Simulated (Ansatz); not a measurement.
# MnSb4 under changes of volume

One of the cells (28.457 Å³/atom); the others are scaled copies at fixed shape and fractional positions:

```xyz
5
Lattice="3.0805 0.0000 0.0000 0.0000 3.0805 0.0000 0.0000 0.0000 14.9942" Properties=species:S:1:pos:R:3 pbc="T T T"
Sb    0.0000    0.0000   12.2905
Sb    0.0000    0.0000    9.0048
Sb    0.0000    0.0000    5.9894
Sb    0.0000    0.0000    2.7037
Mn    0.0000    0.0000    0.0000
```

The cell comes from a database or a generator and needn't be the stable form of this composition.

* Program: Ansatz 0.2.0
* Functional: PBE
* Potentials or basis: Ansatz PAW
* Cutoff: 420 eV (not typed: the program's choice for these potentials)
* k mesh: 9 × 9 × 2
* Occupations: fermi-dirac, width 0.05 eV
* Spin: collinear spin, ferromagnetic start
* Starting moments: [0.0, 0.0, 0.0, 0.0, 4.0] μB

| volume (Å³/atom) | energy over the lowest point (meV/atom) | pressure (GPa) | moment (μB per cell) | largest force (eV/Å) |
| --- | --- | --- | --- | --- |
| 26.750 | 12.24 | 3.0 | 3.80 | 0.148 |
| 27.319 | 4.15 | 1.7 | 3.86 | 0.107 |
| 27.888 | 0.21 | 0.6 | 3.92 | 0.067 |
| 28.457 | 0.00 | -0.4 | 3.98 | 0.036 |
| 29.027 | 3.10 | -1.3 | 4.03 | 0.074 |
| 29.596 | 9.17 | -2.1 | 4.08 | 0.108 |
| 30.165 | ? | ? | ? | ? |

Task: What does the run at 30.165 Å³/atom give?

Result: Energy over the lowest point 17.94 meV/atom; pressure -2.8 GPa; moment 4.12 μB per cell; largest force 0.139 eV/Å.

Worked out: A Birch-Murnaghan fit of order 3 (a polynomial in V^(-2/3)) to the other rows has its minimum at 28.21 Å³/atom with B0 = V·E''(V) = 49 GPa and B' = 4.6 at fixed shape and positions, which overstates the stiffness. It gives 17.88 meV/atom at 30.165 Å³/atom, against the run's 17.94, and -dE/dV = -2.8 GPa, against -2.8. A straight line through the other rows of the moment, of slope 0.0989 μB per Å³/atom, extrapolates to 4.14 μB, against the run's 4.12.

Energies are extrapolated to zero smearing.

Caveats: a cell with one magnetic atom can't hold antiferromagnetic order, which such compounds often take.
